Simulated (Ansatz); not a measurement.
# AlCo3: properties at the relaxed cell

One table from this session's results is given with a row withheld; the runs are named, their logs left out.

Program: Ansatz 0.2.0. Level of theory: DFT r2SCAN, scalar-relativistic, plane waves, PAW. These are calculated values, not measurements.

## Starting point

It takes space group Pm-3m (No. 221, cubic). The conventional cell has a = 3.586 Å, b = 3.586 Å, c = 3.586 Å, α = 90.00°, β = 90.00°, γ = 90.00°. Around Al (site symmetry m-3m) lie 12 Co at 2.54 Å. Co (site symmetry 4/mmm) is surrounded by 4 Al at 2.54 Å and 8 Co at 2.54 Å.

As a file:

```xyz
4
Lattice="3.5864 0.0000 0.0000 0.0000 3.5864 0.0000 0.0000 0.0000 3.5864" Properties=species:S:1:pos:R:3 pbc="T T T"
Al    0.0000    0.0000    0.0000
Co    1.7932    1.7932    0.0000
Co    1.7932    0.0000    1.7932
Co    0.0000    1.7932    1.7932
```

It goes back to an entry of the Materials Project, which need not be the stable form.

It is the result of an earlier relaxation at this level (volume 11.53 Å³/atom; gap on the mesh: none (metal), site moments up to 1.6 μB).

Set-up of the first run:

The input, input.yaml:

```yaml
crystal:
  lattice:
    - [3.5501608627, 0.0, 0.0]
    - [0.0, 3.5501608627, 0.0]
    - [0.0, 0.0, 3.5501608627]
  atoms:
    - { symbol: Al, position: [0.0, 0.0, 0.0] }
    - { symbol: Co, position: [0.5, 0.5, 0.0], spin: 1.78 }
    - { symbol: Co, position: [0.5, 0.0, 0.5], spin: 1.78 }
    - { symbol: Co, position: [0.0, 0.5, 0.5], spin: 1.78 }
basis:
  ecutwfc: 500
kpoints:
  mp_grid: { grid: [12, 12, 12] }
hamiltonian:
  xc: r2scan
scf:
  occupations: { method: gaussian, width: 0.1 }
output:
  forces: true
  stress: true
  eigenvalues: true
  populations: true
  write_density: true
  write_potential: true
  elf: true
  volumetric_format: npy
magnetization:
  spin_polarized: true
```

Started as:

```
> ansatz run input.yaml --threads 1 --pin off --max-ram 2560MiB --backend cpu --events-out ev --progress --plain --runs-dir out
```

Among the steps run: Volume × 0.97; Point at V/V0 = 1.03; The cell scaled to 0.94 of its volume; The cell scaled to 1.06 of its volume; Volume × 0.91; Volume × 1.10; The cell scaled to 0.88 of its volume.

One of the session's tables, all rows but one given; the rest of the session is left out.

It belongs to the step «Equation of state». 

```
volume (Å³/atom)  energy above the lowest point (meV/atom)  pressure (GPa)  largest moment (μB)
          10.148                                     104.1           27.92                 1.46
          10.494                                         ?               ?                    ?
          10.840                                      22.3           11.10                 1.52
          11.186                                       5.2            4.98                 1.56
          11.532                                       0.0            0.01                 1.61
          11.878                                       4.6           -4.27                 1.66
          12.224                                      17.9           -8.17                 1.70
          12.685                                      48.2          -12.79                 1.74
```

**Question.** Estimate the row for volume (Å³/atom) = 10.494.

Worked estimate for «energy above the lowest point (meV/atom)». A straight line through the neighbours (10.148, 104.1) and (10.840, 22.3) gives 104.1 + (22.3 − 104.1) × (10.494 − 10.148) / (10.840 − 10.148) = 63.2; a parabola fitted to 3 rows on both sides gives 55.3.

The run gave: energy above the lowest point (meV/atom): 54.1; pressure (GPa): 18.68; largest moment (μB): 1.49. In «energy above the lowest point (meV/atom)» the line misses by +9.1 and the parabola by +1.2.

To keep in mind: The magnetic state reached may not be the lowest one. Warnings in the runs' records: stability check not made.
